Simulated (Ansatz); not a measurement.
# C2H3AlO: a ladder of functionals and wavefunction methods

One table from this session's results is given with a row withheld; the runs are named, their logs left out.

The runs use Ansatz 0.2.0, Gaussian basis; functionals in def2-TZVPP, the program's frozen cores in correlated methods.

Levels to be run: LDA (SPW92), PBE-D4, revPBE-D4, BLYP-D4, r2SCAN-D4, B97M-V, PBE0-D4, B3LYP-D4, r2SCANh-D4, r2SCAN0-D4, HSE06-D4, BHLYP-D4, CAM-B3LYP-D4, LC-ωPBE, ωB97X-V, ωB97M-V, B2PLYP, PBE-QIDH; CCSD(T)/def2-SVP; CCSD(T)/def2-TZVPP; MP2/def2-QZVPP; extrapolation to the limit; RPA on PBE.

## The geometry

The geometry comes from an earlier relaxation with PBE0-D4 in a triple-zeta def2 set; it is a stationary point, not always the lowest conformer.

SMILES `C#[C][AlH][OH]`, 7 atoms, charge 0, spin multiplicity 1.

Atoms are counted from 1 here; the program's logs count them from 0.

Bond lengths: C1–C2 1.211 Å, C1–H5 1.067 Å, C2–Al3 1.906 Å, Al3–O4 1.691 Å, Al3–H6 1.569 Å, O4–H7 0.956 Å. Angles: C2–C1–H5 179.9°, C1–C2–Al3 179.4°, C2–Al3–O4 119.4°, C2–Al3–H6 122.9°, O4–Al3–H6 117.7°, Al3–O4–H7 123.2°.

Set-up of the first run:

in.yaml

```yaml
crystal:
  periodic: [false, false, false]
  atoms:
    - {symbol: C, position_ang: [-1.812274, -1.066091, -0.321116]}
    - {symbol: C, position_ang: [-0.872745, -0.372754, -0.001850]}
    - {symbol: Al, position_ang: [0.596201, 0.726636, 0.515228]}
    - {symbol: O, position_ang: [2.071513, 0.578010, -0.296890]}
    - {symbol: H, position_ang: [-2.641308, -1.676301, -0.601266]}
    - {symbol: H, position_ang: [0.505174, 1.779893, 1.674323]}
    - {symbol: H, position_ang: [2.214639, -0.037495, -1.014128]}
basis:
  gaussian: {orbitals: def2-TZVPP}
hamiltonian: {xc: lda}
output: {orbitals: {seedname: orbitals}}
```

Started as:

```sh
ansatz run in.yaml --threads 2 --pin off --events-out ev --progress --plain --max-ram 4352MiB
```

Among the steps run: LDA; PBE-D4 (GGA); revPBE-D4 (GGA); BLYP-D4 (GGA); r2SCAN-D4 (meta-GGA); B97M-V (meta-GGA); PBE0-D4 (hybrid); B3LYP-D4 (hybrid); r2SCANh-D4 (hybrid); r2SCAN0-D4 (hybrid); HSE06-D4 (hybrid); BHLYP-D4 (hybrid); CAM-B3LYP-D4 (range-separated); LC-ωPBE (range-separated); ωB97X-V (range-separated); ωB97M-V (range-separated); B2PLYP (double hybrid); PBE-QIDH (double hybrid).

One of the session's tables, all rows but one given; the rest of the session is left out.

```
  functional  HOMO (eV)  gap (eV)
 LDA (SPW92)      -7.26      4.97
      PBE-D4      -7.06      5.03
   revPBE-D4          ?         ?
     BLYP-D4      -6.89      4.97
   r2SCAN-D4      -7.31      5.55
      B97M-V      -7.29      5.42
     PBE0-D4      -8.30      7.07
    B3LYP-D4      -8.04      6.59
  r2SCANh-D4      -7.77      6.29
  r2SCAN0-D4      -8.46      7.40
    HSE06-D4      -7.89      6.29
    BHLYP-D4      -9.34      8.93
CAM-B3LYP-D4      -9.66      9.39
     LC-ωPBE     -11.12     11.97
     ωB97X-V     -10.69     11.44
     ωB97M-V     -10.56     11.08
```

Estimate the missing values for revPBE-D4.

As computed: HOMO (eV): -6.99; gap (eV): 5.06. In the column «HOMO (eV)» it lies between PBE-D4 (-7.06) and BLYP-D4 (-6.89).
